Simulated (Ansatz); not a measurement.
# One shape, several levels: C2F6 (hexafluoroethane)

We compute a comparison of 4 runs (HF/3-21G, HF/6-31G*, SVWN5/6-31G*, RPA@PBE/6-31G*) of C2F6 (hexafluoroethane). 

The results are computed with Ansatz 0.2.0.

48 further runs of the same task are left out: 10 that didn't finish, 38 set aside as unsound or not needed. Runs told in other sessions of the task aren't counted.

## Step 1: The molecule

C2F6: 8 atoms, total charge 0, spin state singlet. SMILES: `FC(F)(F)C(F)(F)F`. The C2–F4 distance was set to 1.988 Å, away from the relaxed value. At this shape a bond of the SMILES string is far longer than usual.

Bond lengths: F1–C2 1.325 Å, C2–F3 1.325 Å, C2–C5 1.549 Å, C5–F6 1.325 Å, C5–F7 1.325 Å, C5–F8 1.325 Å. Angles: F1–C2–F3 109.1°, F1–C2–C5 109.8°, F3–C2–C5 109.8°, C2–C5–F6 109.8°, C2–C5–F7 109.8°, C2–C5–F8 109.8°, F6–C5–F7 109.1°, F6–C5–F8 109.1°, F7–C5–F8 109.1°. A long bond or contact: C2–F4 1.988 Å.

## Step 2: The energy at HF/3-21G (run 1)

Input file job.yaml:

```yaml
crystal:
  periodic: [false, false, false]
  atoms:
    - {symbol: F, position_ang: [1.157617, -0.227594, 1.525163]}
    - {symbol: C, position_ang: [0.754697, 0.142366, 0.318253]}
    - {symbol: F, position_ang: [1.688117, 0.900946, -0.237757]}
    - {symbol: F, position_ang: [0.478560, -1.476610, -0.801220]}
    - {symbol: C, position_ang: [-0.570623, 0.936936, 0.428053]}
    - {symbol: F, position_ang: [-0.384953, 2.019336, 1.169523]}
    - {symbol: F, position_ang: [-0.976633, 1.301866, -0.779337]}
    - {symbol: F, position_ang: [-1.502453, 0.180416, 0.989473]}
basis:
  gaussian:
    orbitals: 3-21G.json
hamiltonian:
  xc: hf
accuracy: high
output: {orbitals: {seedname: orbitals}}
```

The basis set 3-21G is read from a file made from the Basis Set Exchange's data (not shown).

Started as:

```console
ansatz run job.yaml --threads 1 --pin off --max-ram 3480MiB --events-out events.jsonl --progress --plain --runs-dir runs
```

Output:

```text
Warning: RAYON_NUM_THREADS=1 ignored (pool sized by the plan → 1); use --threads N
Functional definition: HF
  name "HF"
  exchange = exact_x
  correlation = 0
1578 factors; integrals over basis functions are off by at most 1.8e-8 eV
mean field evaluation 1: about -18183.0028 eV, gradient 6.3e1 eV
mean field evaluation 2: about -18183.4822 eV, gradient 6.4e1 eV
mean field evaluation 4: about -18193.3636 eV, gradient 6.2e0 eV
mean field evaluation 8: about -18193.5579 eV, gradient 8.3e-1 eV
mean field evaluation 16: about -18193.5622 eV, gradient 1.0e-6 eV
mean field -18193.56219669 eV, -668.6010786892 hartree, gradient 2.3e-8 eV, S^2 0.000000; 0 other end points of the search recorded, 0 dependent functions left out
reference -18193.56219669 eV, -668.6010786892 hartree; 33, 33 occupied and 39, 39 virtual orbitals, 1578 factors
Total energy: -18193.56219669 eV, -668.6010786892 hartree
```

Run time: 1.6 s. Hardware: 1 thread of Arm Neoverse V1, shared host; peak memory 0.19 GiB.

## Step 3: The energy at HF/6-31G(d) (spherical functions) (run 2)

Input file job.yaml:

```yaml
crystal:
  periodic: [false, false, false]
  atoms:
    - symbol: F
      position_ang: [1.157617, -0.227594, 1.525163]
    - symbol: C
      position_ang: [0.754697, 0.142366, 0.318253]
    - symbol: F
      position_ang: [1.688117, 0.900946, -0.237757]
    - symbol: F
      position_ang: [0.478560, -1.476610, -0.801220]
    - symbol: C
      position_ang: [-0.570623, 0.936936, 0.428053]
    - symbol: F
      position_ang: [-0.384953, 2.019336, 1.169523]
    - symbol: F
      position_ang: [-0.976633, 1.301866, -0.779337]
    - symbol: F
      position_ang: [-1.502453, 0.180416, 0.989473]
basis:
  gaussian: {orbitals: 6-31G_st_-spherical.json}
hamiltonian: {xc: hf}
accuracy: high
output: {orbitals: {seedname: orbitals}}
```

The basis set 6-31G* is read from a file made from the Basis Set Exchange's data (not shown).

Started as:

```console
ansatz run job.yaml --threads 1 --pin off --max-ram 3480MiB --events-out events.jsonl --progress --plain --runs-dir runs
```

Output:

```text
Warning: RAYON_NUM_THREADS=1 ignored (pool sized by the plan → 1); use --threads N
[... 4 set-up lines as earlier in the session ...]
2551 factors; integrals over basis functions are off by at most 3.2e-9 eV
mean field evaluation 1: about -18282.4547 eV, gradient 6.8e1 eV
mean field evaluation 2: about -18282.5349 eV, gradient 6.8e1 eV
mean field evaluation 4: about -18292.0663 eV, gradient 6.9e0 eV
mean field evaluation 8: about -18292.2382 eV, gradient 8.6e-1 eV
mean field evaluation 16: about -18292.2431 eV, gradient 4.2e-7 eV
mean field -18292.24307808 eV, -672.2275341918 hartree, gradient 2.1e-8 eV, S^2 0.000000; 0 other end points of the search recorded, 0 dependent functions left out
reference -18292.24307808 eV, -672.2275341918 hartree; 33, 33 occupied and 79, 79 virtual orbitals, 2551 factors
Total energy: -18292.24307808 eV, -672.2275341918 hartree
```

Wall time 6.3 s (1 thread of Arm Neoverse V1, shared host); peak memory 0.41 GiB.

## Step 4: The energy at SVWN5/6-31G(d) (spherical functions) (run 3)

Input file input.yaml:

```yaml
crystal:
  periodic: [false, false, false]
  atoms:
    - {symbol: F, position_ang: [1.157617, -0.227594, 1.525163]}
    - {symbol: C, position_ang: [0.754697, 0.142366, 0.318253]}
    - {symbol: F, position_ang: [1.688117, 0.900946, -0.237757]}
    - {symbol: F, position_ang: [0.478560, -1.476610, -0.801220]}
    - {symbol: C, position_ang: [-0.570623, 0.936936, 0.428053]}
    - {symbol: F, position_ang: [-0.384953, 2.019336, 1.169523]}
    - {symbol: F, position_ang: [-0.976633, 1.301866, -0.779337]}
    - {symbol: F, position_ang: [-1.502453, 0.180416, 0.989473]}
basis:
  gaussian: {orbitals: 6-31G_st_-spherical.json}
hamiltonian: {xc: {name: SVWN5}}
output: {orbitals: {seedname: orbitals}}
accuracy: high
```

The basis set 6-31G* is read from a file made from the Basis Set Exchange's data (not shown).

Started as:

```console
ansatz run input.yaml --threads 1 --pin off --max-ram 3480MiB --events-out events.jsonl --progress --plain --runs-dir runs
```

Output:

```text
Warning: RAYON_NUM_THREADS=1 ignored (pool sized by the plan → 1); use --threads N
Functional definition: SVWN5
  name "SVWN5"
  exchange = slater_x
  correlation = vwn5_c
2551 factors; integrals over basis functions are off by at most 3.2e-9 eV
mean field evaluation 1: about -18245.9252 eV, gradient 5.3e1 eV
mean field evaluation 2: about -18099.4426 eV, gradient 2.8e2 eV
mean field evaluation 4: about -18248.4510 eV, gradient 3.5e1 eV
mean field evaluation 8: about -18250.7707 eV, gradient 3.7e-1 eV
mean field evaluation 16: about -18250.7709 eV, gradient 1.2e-4 eV
mean field -18250.77088408 eV, -670.7034591733 hartree, gradient 4.3e-8 eV, S^2 0.000000; 0 other end points of the search recorded, 0 dependent functions left out
reference -18250.77088528 eV, -670.7034592171 hartree; 33, 33 occupied and 79, 79 virtual orbitals, 2551 factors
Total energy: -18250.77088528 eV, -670.7034592171 hartree
```

It took 7.2 s on 1 thread of Arm Neoverse V1, shared host; peak memory 0.33 GiB.

## Step 5: A single-point energy at RPA@PBE/6-31G(d) (spherical functions) (run 4)

job.yaml: that of step 3 with these lines changed.

```diff
@@ -20,5 +20,9 @@
 basis:
-  gaussian: {orbitals: 6-31G_st_-spherical.json}
-hamiltonian: {xc: hf}
+  gaussian:
+    orbitals: 6-31G_st_-spherical.json
+hamiltonian:
+  xc: {name: PBE}
+correlation:
+  method: rpa
+  frozen_orbitals: {C: 1, F: 1}
 accuracy: high
-output: {orbitals: {seedname: orbitals}}
```

The basis set 6-31G* is read from a file made from the Basis Set Exchange's data (not shown).

Started as:

```console
ansatz run job.yaml --threads 1 --pin off --max-ram 3480MiB --events-out events.jsonl --progress --plain --runs-dir runs
```

Output (excerpt; [...] marks lines left out):

```text
Warning: RAYON_NUM_THREADS=1 ignored (pool sized by the plan → 1); use --threads N
Functional definition: PBE
  name "PBE"
[...]
2551 factors; integrals over basis functions are off by at most 3.2e-9 eV
[...]
mean field -18354.55582307 eV, -674.5174853330 hartree, gradient 8.7e-8 eV, S^2 0.000000; 0 other end points of the search recorded, 0 dependent functions left out
8 core orbitals not correlated: weight in the atoms' cores, before any rotation towards them, 1.000 or more for the frozen orbitals, at most 0.000 for the correlated occupied ones
reference -18289.73969461 eV, -672.1355365459 hartree; 25, 25 occupied and 79, 79 virtual orbitals, 2551 factors
Total energy: -18340.88702559 eV, -674.0151662907 hartree
```

It took 28 s on 1 thread of Arm Neoverse V1, shared host; peak memory 0.53 GiB.

## Step 6: All runs side by side

```tsv
run	level	frozen core orbitals	energy (Eh)	HOMO energy (eV)	LUMO energy (eV)	HOMO–LUMO gap (eV)	wall time
1	HF/3-21G	–	-668.601079	-14.18	0.59	14.76	1.6 s
2	HF/6-31G* (spherical functions)	–	-672.227534	-14.52	0.72	15.24	6.3 s
3	SVWN5/6-31G* (spherical functions)	–	-670.703459	-7.51	-4.44	3.07	7.2 s
4	RPA@PBE/6-31G* (spherical functions)	8	-674.015166	–	–	–	28 s
```

## Step 7: What came out

```
                               quantity          value
                    run 4: total energy  -674.01517 Eh
run 4: RPA correlation energy (valence)    -1879.6 mEh
```

In words: Over runs 1, 2, 3 the HOMO–LUMO gap runs from 3.07 eV (SVWN5/6-31G*) to 15.24 eV (HF/6-31G*). Exact exchange widens orbital gaps. In runs 1, 2, 3 a closed-shell determinant meets a far-stretched bond; if it breaks into open shells, such a determinant describes it badly, and no broken-symmetry solution was shown. All runs together took 43 s, the longest 28 s.
